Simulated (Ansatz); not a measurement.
**C3H5AlS: basis-set convergence**

An exercise on one series of results from a longer session: the logs are not shown, and one member is left open.

Method: one geometry, several basis sets; program: Ansatz 0.2.0, Gaussian basis.

Levels to be run: PBE0-D4/def2-SVP; ωB97M-V/def2-SVP; PBE0-D4/def2-QZVPP; ωB97M-V/def2-QZVPP; the functionals' def2-TZVPP values are taken from earlier runs.

### The geometry

The geometry comes from an earlier relaxation with PBE0-D4 in a triple-zeta def2 set; it is a stationary point, not always the lowest conformer.

SMILES `S[CH2][Al]1[CH]=[CH]1`, 10 atoms, charge 0, spin multiplicity 1.

Atoms are counted from 1 here; the program's logs count them from 0.

Bond lengths: S1–C2 1.846 Å, S1–H6 1.345 Å, C2–Al3 1.932 Å, C2–H7 1.087 Å, C2–H8 1.091 Å, Al3–C4 1.855 Å, Al3–C5 1.853 Å, C4–C5 1.366 Å, C4–H9 1.089 Å, C5–H10 1.089 Å. Angles: C2–S1–H6 97.3°, S1–C2–Al3 90.8°, S1–C2–H7 111.4°, S1–C2–H8 104.7°, Al3–C2–H7 124.1°, Al3–C2–H8 113.7°, H7–C2–H8 109.1°, C2–Al3–C4 156.5°, C2–Al3–C5 160.2°, C4–Al3–C5 43.2°, Al3–C4–C5 68.3°, Al3–C4–H9 164.6°, C5–C4–H9 127.2°, Al3–C5–C4 68.5°, Al3–C5–H10 164.0°, C4–C5–H10 127.5°.

The first run:

The input, in.yaml:

```yaml
crystal:
  periodic: [false, false, false]
  atoms:
    - {symbol: S, position_ang: [-1.587400, -1.498429, -0.867195]}
    - {symbol: C, position_ang: [-0.082594, -1.795072, 0.159240]}
    - {symbol: Al, position_ang: [0.386362, 0.076412, 0.060874]}
    - {symbol: C, position_ang: [0.326655, 1.872524, 0.522708]}
    - {symbol: C, position_ang: [1.199809, 1.642679, -0.502743]}
    - {symbol: H, position_ang: [-2.284426, -0.801107, 0.047086]}
    - {symbol: H, position_ang: [-0.328962, -2.314471, 1.082159]}
    - {symbol: H, position_ang: [0.549799, -2.437536, -0.454819]}
    - {symbol: H, position_ang: [0.094357, 2.829974, 0.986986]}
    - {symbol: H, position_ang: [1.809499, 2.373825, -1.031295]}
basis:
  gaussian: {orbitals: def2-SVP}
hamiltonian: {xc: pbe0, dispersion: d4}
output: {orbitals: {seedname: orbitals}}
```

Launch:

```
$ ansatz run in.yaml --threads 4 --pin off --events-out ev --progress --plain --max-ram 10444MiB
```

Steps of the session up to this table: PBE0-D4 in def2-SVP; ωB97M-V in def2-SVP; PBE0-D4 in def2-QZVPP; ωB97M-V in def2-QZVPP.

One table of the session follows, with a row left open; its other results are not shown here.

It belongs to the step «Density functionals: the series». 

| functional | basis | HOMO (eV) |
| --- | --- | --- |
| PBE0-D4 | def2-SVP | -6.21 |
| PBE0-D4 | def2-TZVPP | -6.23 |
| PBE0-D4 | def2-QZVPP | ? |
| ωB97M-V | def2-SVP | -8.36 |
| ωB97M-V | def2-TZVPP | -8.40 |
| ωB97M-V | def2-QZVPP | -8.42 |

**Question.** Estimate the row for PBE0-D4, def2-QZVPP.

The run gave: HOMO (eV): -6.24. In the column «HOMO (eV)» it lies between ωB97M-V, def2-SVP (-8.36) and PBE0-D4, def2-TZVPP (-6.23).
